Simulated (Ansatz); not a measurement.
# Ta3N (P-3m1) in Ansatz: reference runs

How does Ta3N come out in PBEsol? The cell is run as given and disturbed.

Program: Ansatz 0.2.0. These are calculated values, not measurements. Logs are shortened: lines on timing, memory, paths and dates and some standing lists are left out, and cuts for length are marked.

## Step 1: The structure

The structure is trigonal, space group P-3m1 (No. 164). Conventional cell: a = 3.032 Å, b = 3.032 Å, c = 7.524 Å, α = 90.00°, β = 90.00°, γ = 120.00°. Around Ta (site symmetry 3m) lie 3 N at 2.19 Å. Ta (site symmetry -3m) is surrounded by 12 Ta at 3.01 to 3.03 Å. N (site symmetry -3m) has 6 Ta at 2.19 Å as nearest neighbours.

The cell comes from a database or a generator and needn't be the stable form of this composition.

## Step 2: Single point, PBEsol

Contents of input.yaml:

```yaml
crystal:
  lattice:
    - [3.0322239879, 0.0, 0.0]
    - [-1.516111994, 2.6259830035, 0.0]
    - [0.0, 0.0, 7.524137]
  atoms:
    - { symbol: Ta, position: [0.6666666667, 0.3333333333, 0.82607] }
    - { symbol: Ta, position: [0.3333333333, 0.6666666667, 0.17393] }
    - { symbol: Ta, position: [0.0, 0.0, 0.5] }
    - { symbol: "N", position: [0.0, 0.0, 0.0] }
kpoints:
  mp_grid: { grid: [10, 10, 4] }
scf:
  occupations: { method: fermi_dirac, width: 0.05 }
hamiltonian:
  xc: pbesol
  pseudopotentials: { kind: all_electron, lapw: { basis_error: 0.001 } }
output:
  forces: true
  stress: true
  eigenvalues: true
  populations: true
```

Potentials or basis: all-electron LAPW, scalar-relativistic.

The run is started by

```sh
$ ansatz run input.yaml --threads 2 --pin off --max-ram 8192MiB --backend cpu --events-out ev --progress --plain --runs-dir out
```

Log:

```text
Warning: RAYON_NUM_THREADS=2 ignored (pool sized by the plan → 2); use --threads N
Ta: projections on atomic orbitals take those of the free atom 1s2 2s2 2p6 3s2 3p6 3d10 4s2 4p6 4d10 4f14 5s2 5p6 5d3 6s2, of charge +0.00 (hamiltonian.pseudopotentials.projection_atoms)
N: projections on atomic orbitals take those of the free atom 1s2 2s2 2p3, of charge +0.00 (hamiltonian.pseudopotentials.projection_atoms)
LAPW: plane waves up to 9.781 Å⁻¹, error target 1.0e-3 eV per atom; small_component_spin mean_spin; N in spheres of 0.924 Å, 7 of its electrons in bands, Dirac shells []; Ta in spheres of 1.261 Å, 43 of its electrons in bands, Dirac shells [] (how accurate: hamiltonian.pseudopotentials.lapw.basis_error, Limitations)
Engine: ansatz 0.2.0, aarch64-unknown-linux-gnu
Pseudopotentials: kind: all_electron
Pseudopotential: Ta, LAPW, valence charge 43, lapw/all_electron/scalar/gaussian/Ta, Koelling and Harmon's equation, gaussian nucleus
Pseudopotential: N, LAPW, valence charge 7, lapw/all_electron/scalar/gaussian/N, Koelling and Harmon's equation, gaussian nucleus
Functional definition: PBEsol
  exchange = pbesol_x
  correlation = pbesol_c
Crystal: 4 atoms, lattice volume = 59.911 Å³
Basis set: ecut = 364.4784415343488 eV, 947 PW (Γ), exchange–correlation at level 2
Bands: 82, of which v1, the nominal top of the filled ones, is band 68 counted from 1 (67 counted from 0)
Symmetry: 12 space group operations
[... 34 lines left out ...]
  E_xc         = -25670.833890
  E_electrostatic = -2671878.365646  (all electrons and nuclei)
  E_smearing   = -0.025181  (= −TS)
  E_closure    = 0.000000  (closes the sum)
  E_atoms      = -1274774.720667  (free atoms, spherical and without spin; not in F)
  Σ components = -1274816.886757   (vs F -1274816.886757, Δ=0.00e0)
  Basis errors (estimates in eV, not in F): energy 3.8e-4 per atom: plane waves 3.4e-4 (1.9e-4 summed), levels above the bands 1.5e-90, relativity 4.7e-8, radial functions 3.8e-5, core shells 6.6e-7; eigenvalues (radial functions only) 9.5e-6; not estimated: angular momenta, meshes, grids; target (lapw.basis_error) 1.0e-3; muffin-tin radii N 0.924 Å, Ta 1.261 Å
--- Forces (eV/Å), atoms counted from 1 ---
  atom   1  Ta    -0.00000000     0.00000000     0.39517910
  atom   2  Ta     0.00000000    -0.00000000    -0.39517910
  atom   3  Ta    -0.00000000     0.00000000     0.00000000
  atom   4  N      0.00000000     0.00000000     0.00000000
  max |Σ_I F_I| component: 9.25e-18 eV/Å
--- Stress (GPa, compression-positive) ---
       -8.206652       0.000000      -0.000000
        0.000000      -8.206652       0.000000
       -0.000000       0.000000      -7.698515
  P = ⅓ Tr σ = -8.0373 GPa (-80.373 kbar)
--- Band table (eV; the first three rows and the last of 50) ---
  k-point 0: bands = ["-370.8952", "-370.8952", "-370.8952", "-370.8952", "-370.8877", "-370.8877", "-370.3938", "-370.3938", "-370.3719", "-352.4305", "-192.6784", "-192.6784", "-192.6784", "-192.6784", "-192.6668", "-192.6668", "-192.6668", "-192.6668", "-192.6596", "-192.6596", "-192.1809", "-192.1809", "-192.1597", "-192.1597", "-192.1396", "-43.9667", "-43.9402", "-43.4010", "-10.8128", "-10.5256", "-10.1863", "-10.1863", "-10.1571", "-10.1571", "-9.7370", "-9.5591", "-9.5591", "4.1902", "4.2186", "4.2332", "4.2332", "4.2478", "4.2478", "4.2509", "4.2647", "4.2683", "4.2683", "4.2799", "4.2799", "4.2855", "4.2862", "4.7335", "4.7569", "4.7569", "4.7906", "4.7913", "4.7938", "4.7938", "7.3056", "15.7743", "17.5376", "18.8843", "18.8843", "20.7331", "22.9057", "23.7944", "23.7944", "23.9584", "24.5411", "24.5411", "25.2214", "26.1298", "26.1298", "26.5442", "26.5442", "27.5865", "28.0751", "28.0751", "29.5166", "29.5166", "35.2768", "36.3026"]
  k-point 1: bands = ["-370.8952", "-370.8952", "-370.8952", "-370.8952", "-370.8877", "-370.8877", "-370.3938", "-370.3938", "-370.3719", "-352.4305", "-192.6784", "-192.6784", "-192.6784", "-192.6784", "-192.6668", "-192.6668", "-192.6668", "-192.6668", "-192.6596", "-192.6596", "-192.1809", "-192.1809", "-192.1597", "-192.1597", "-192.1396", "-43.9661", "-43.9408", "-43.4010", "-10.8646", "-10.4422", "-10.1878", "-10.1878", "-10.1555", "-10.1555", "-9.7694", "-9.5592", "-9.5592", "4.1903", "4.2186", "4.2332", "4.2332", "4.2478", "4.2478", "4.2510", "4.2646", "4.2682", "4.2682", "4.2800", "4.2800", "4.2855", "4.2862", "4.7335", "4.7569", "4.7569", "4.7906", "4.7913", "4.7938", "4.7938", "7.3148", "15.6088", "17.8157", "18.8812", "18.8812", "20.6573", "22.8663", "23.6230", "23.8906", "23.8906", "24.6618", "24.6618", "25.3807", "25.8121", "25.8121", "26.3036", "26.3036", "28.0831", "28.2802", "28.2802", "29.8106", "29.8106", "34.6689", "35.9116"]
  k-point 2: bands = ["-370.8952", "-370.8952", "-370.8952", "-370.8952", "-370.8877", "-370.8877", "-370.3938", "-370.3938", "-370.3719", "-352.4305", "-192.6784", "-192.6784", "-192.6784", "-192.6784", "-192.6668", "-192.6668", "-192.6668", "-192.6668", "-192.6596", "-192.6596", "-192.1809", "-192.1809", "-192.1597", "-192.1597", "-192.1396", "-43.9655", "-43.9415", "-43.4010", "-10.9022", "-10.3676", "-10.1892", "-10.1892", "-10.1540", "-10.1540", "-9.8071", "-9.5593", "-9.5593", "4.1904", "4.2186", "4.2333", "4.2333", "4.2477", "4.2477", "4.2511", "4.2645", "4.2681", "4.2681", "4.2801", "4.2801", "4.2855", "4.2862", "4.7335", "4.7569", "4.7569", "4.7907", "4.7913", "4.7938", "4.7938", "7.3240", "15.4720", "18.0842", "18.8781", "18.8781", "20.5481", "23.0379", "23.1447", "24.0097", "24.0097", "24.8129", "24.8129", "25.5004", "25.5452", "25.5452", "26.0089", "26.0089", "28.4661", "28.4661", "28.6706", "30.0816", "30.0816", "33.5125", "36.1769"]
  k-point 49: bands = ["-370.8952", "-370.8952", "-370.8952", "-370.8952", "-370.8877", "-370.8877", "-370.3938", "-370.3938", "-370.3719", "-352.4305", "-192.6784", "-192.6784", "-192.6784", "-192.6784", "-192.6668", "-192.6668", "-192.6668", "-192.6668", "-192.6595", "-192.6595", "-192.1809", "-192.1809", "-192.1597", "-192.1597", "-192.1396", "-43.8990", "-43.8958", "-43.3500", "-10.8471", "-10.7510", "-10.6762", "-10.5972", "-10.4212", "-10.4008", "-10.0263", "-9.9301", "-9.7599", "4.2048", "4.2359", "4.2364", "4.2497", "4.2518", "4.2537", "4.2545", "4.2562", "4.2603", "4.2620", "4.2628", "4.2684", "4.2815", "4.2827", "4.7458", "4.7612", "4.7652", "4.7689", "4.7784", "4.7821", "4.8090", "8.2568", "16.8243", "17.2768", "18.0968", "21.5349", "21.7701", "22.0867", "22.6176", "22.7618", "23.0348", "24.3417", "25.0874", "27.2035", "27.4376", "28.3634", "29.1150", "29.1339", "29.2143", "30.3205", "31.3629", "32.2018", "32.7417", "33.2668", "35.2043"]
--- Löwdin populations: 4 sites ---
  site symbol       q [e]
     0     Ta     72.6094
     1     Ta     72.6094
     2     Ta     72.8282
     3      N      7.6411
  spilling = 0.001380 (of n_electrons = 226.000000)
```

Wall time 59 s (2 threads of Arm Neoverse V2, shared host); peak memory 0.8 GiB.

What came out:

```
Free energy            : -1274816.8868 eV
Pressure               : -8.0 GPa
Largest force          : 0.395 eV/Å
Band gap on the k mesh : none (metal or under the smearing width)
Loewdin charges        : Ta +0.39, +0.17; N -0.64 e
```

Forces on the atoms (eV/Å):
```
Ta   0.000  0.000  0.395
Ta   0.000  0.000 -0.395
Ta   0.000  0.000  0.000
N    0.000  0.000  0.000
```

Levels at points of the mesh, in eV from the Fermi level:
```csv
k point,band 66,band 67,band 68,band 69,band 70,band 71
"(0.00, 0.00, 0.00)",-0.48,-0.48,-0.32,0.26,0.26,0.94
"(0.00, 0.00, -0.50)",-1.13,-0.27,-0.27,0.53,0.53,1.22
"(0.00, -0.50, 0.00)",-1.16,-0.51,0.19,0.68,0.89,3.48
"(0.00, -0.50, -0.50)",-1.31,-1.24,0.16,0.94,1.23,2.40
```

Caveat: the atomic charges don't sum to the cell's charge. The run has no spin-orbit coupling, so splittings on Ta are missing.

## Step 3: Single point, PBEsol (atoms moved at random, drawn with an rms of 0.05 Å)

Contents of input.yaml:

```yaml
crystal:
  lattice:
    - [3.0322239879, 0.0, 0.0]
    - [-1.516111994, 2.6259830035, 0.0]
    - [0.0, 0.0, 7.524137]
  atoms:
    - { symbol: Ta, position: [0.678557, 0.35183, 0.822402] }
    - { symbol: Ta, position: [0.347714, 0.664905, 0.175485] }
    - { symbol: Ta, position: [-0.00055, 0.000655, 0.495195] }
    - { symbol: "N", position: [-0.003717, 0.015459, -0.006766] }
kpoints:
  mp_grid: { grid: [10, 10, 4] }
scf:
  occupations: { method: fermi_dirac, width: 0.05 }
hamiltonian:
  xc: pbesol
  pseudopotentials: { kind: all_electron, lapw: { basis_error: 0.001 } }
output:
  forces: true
  stress: true
  eigenvalues: true
  populations: true
```

Potentials or basis: all-electron LAPW, scalar-relativistic.

The run is started by

```sh
$ ansatz run input.yaml --threads 2 --pin off --max-ram 8192MiB --backend cpu --events-out ev --progress --plain --runs-dir out
```

It took 7.2 min on 2 threads of Arm Neoverse V2, shared host; peak memory 2.1 GiB.

Results (log left out):

| Quantity | Value |
| --- | --- |
| Free energy | -1274816.8225 eV |
| Pressure | -8.2 GPa |
| Largest force | 1.163 eV/Å |
| Band gap on the k mesh | none (metal or under the smearing width) |
| Loewdin charges | Ta +0.40, +0.39, +0.17; N -0.65 e |

Forces in eV/Å, atoms in the order of the input:
```
Ta  -0.258 -0.012  0.187
Ta  -0.348  0.170 -1.096
Ta  -0.004  0.024  0.349
N    0.611 -0.183  0.560
```

Stress tensor (GPa, compression positive):
```
-9.09  0.03 -0.45
 0.03 -8.35  0.58
-0.45  0.58 -7.06
```

Levels at points of the mesh, in eV from the Fermi level:
```tsv
k point	band 64	band 65	band 66	band 67	band 68	band 69	band 70	band 71	band 72	band 73
(0.00, 0.00, 0.00)	-3.63	-1.34	-0.47	-0.45	-0.26	0.20	0.24	0.89	1.70	1.81
(0.00, 0.00, -0.50)	-3.79	-1.35	-1.00	-0.24	-0.20	0.47	0.50	1.01	1.18	1.33
(0.00, -0.50, 0.00)	-3.79	-3.14	-1.14	-0.51	-0.05	0.63	0.89	3.44	4.11	4.41
(0.00, -0.50, -0.50)	-3.72	-2.91	-1.37	-1.28	0.13	0.80	1.19	2.41	4.42	4.52
(-0.50, 0.00, 0.00)	-3.79	-3.15	-1.16	-0.48	0.08	0.64	0.90	3.46	4.01	4.44
(-0.50, 0.00, -0.50)	-3.72	-2.92	-1.33	-1.28	0.17	0.88	1.20	2.38	4.42	4.57
(-0.50, -0.50, 0.00)	-3.79	-3.16	-1.20	-0.45	0.23	0.58	0.95	3.55	3.92	4.39
(-0.50, -0.50, -0.50)	-3.72	-2.95	-1.36	-1.23	0.20	1.02	1.19	2.34	4.46	4.53
```

Caveat: the atomic charges don't sum to the cell's charge.
